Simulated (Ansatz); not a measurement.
# CH4OZn: the cost of one run

All numbers below are computed with Ansatz 0.2.0 (RKS r2SCAN-D4/def2-SVP).

## 1. Starting point

Bond lengths: Zn1–O2 1.790 Å, O2–H3 1.010 Å, Zn1–C4 1.980 Å, C4–H5 1.110 Å, C4–H6 1.110 Å, C4–H7 1.110 Å. Angles: Zn1–O2–H3 109.5°, O2–Zn1–C4 180.0°, Zn1–C4–H5 109.5°, Zn1–C4–H6 109.5°, Zn1–C4–H7 109.5°, H5–C4–H6 109.4°, H5–C4–H7 109.4°, H6–C4–H7 109.4°.

As a file:

```xyz
7

Zn    0.0000    0.0000    0.0000
O     0.0000    0.0000    1.7900
H    -0.9095   -0.2814    2.1271
C     0.0000    0.0000   -1.9800
H     0.2799   -1.0082   -2.3505
H    -1.0131    0.2617   -2.3505
H     0.7332    0.7465   -2.3505
```

## 2. Relaxing the start

Input file input.yaml:

```yaml
crystal:
  periodic: [false, false, false]
  atoms:
    - { symbol: Zn, position_ang: [0.0, 0.0, 0.0] }
    - { symbol: O, position_ang: [0.0, 0.0, 1.79] }
    - { symbol: H, position_ang: [-0.9095, -0.2814, 2.1271] }
    - { symbol: C, position_ang: [0.0, 0.0, -1.98] }
    - { symbol: H, position_ang: [0.2799, -1.0082, -2.3505] }
    - { symbol: H, position_ang: [-1.0131, 0.2617, -2.3505] }
    - { symbol: H, position_ang: [0.7332, 0.7465, -2.3505] }
basis:
  gaussian: { orbitals: def2-SVP }
hamiltonian:
  xc: r2scan
  dispersion: d4
relax:
  f_tol: 0.02
  max_steps: 40
```

The run is started by

```bash
ansatz run input.yaml --threads 2 --pin off --max-ram 3072MiB --backend cpu --events-out ev --progress --plain --runs-dir out
```

**Question.** How long does this run take on 2 threads of Arm Neoverse V2, shared host, and how much memory does it need?

About 14 s, with a peak of 0.16 GiB.
